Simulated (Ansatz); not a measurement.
The system is Cu2IBr.

```
CELL_PARAMETERS angstrom
1.96853 1.13653 6.38762
-1.96853 1.13653 6.38762
0.00000 -2.27306 6.38762
ATOMIC_POSITIONS crystal
I 0.00000 0.00000 0.00000
Br 0.50000 0.50000 0.50000
Cu 0.24903 0.24903 0.24903
Cu 0.75097 0.75097 0.75097
```

The cell comes from a database or a generator and needn't be the stable form of this composition.

Base run:

```yaml
Program: Ansatz 0.2.0
Functional: LDA
Potentials_or_basis: Ansatz PAW
Cutoff: "420 eV (not typed: the program's choice for these potentials)"
k_mesh: 8 × 8 × 8
Occupations: fermi-dirac, width 0.05 eV
Spin: no spin polarisation
```

Its results: band gap on the k mesh none (metal or under the smearing width); pressure -5.6 GPa; largest force 0.006 eV/Å.

Q: The run is repeated on the same cell with these changes: hubbard terms from none to Cu d U = 5 eV; hubbard projectors from none to ortho-atomic (the default). What comes out?

A: Band gap on the k mesh 0.48 eV, indirect (least direct gap 0.63 eV); pressure -4.4 GPa; largest force 0.042 eV/Å.

The U term pushes filled and empty states of the shell apart.

Caveats: spin-orbit coupling is left out, which moves the levels of the heavy elements; the PAW data sets come from PBE, with cores solved anew for the run's functional, which leaves a small shift of forces and pressure; the run has no spin polarisation, though such a crystal can be magnetic (some runs); semilocal functionals often make such compounds metallic where correlation or magnetic order opens a gap, which also shifts bond lengths (some runs).
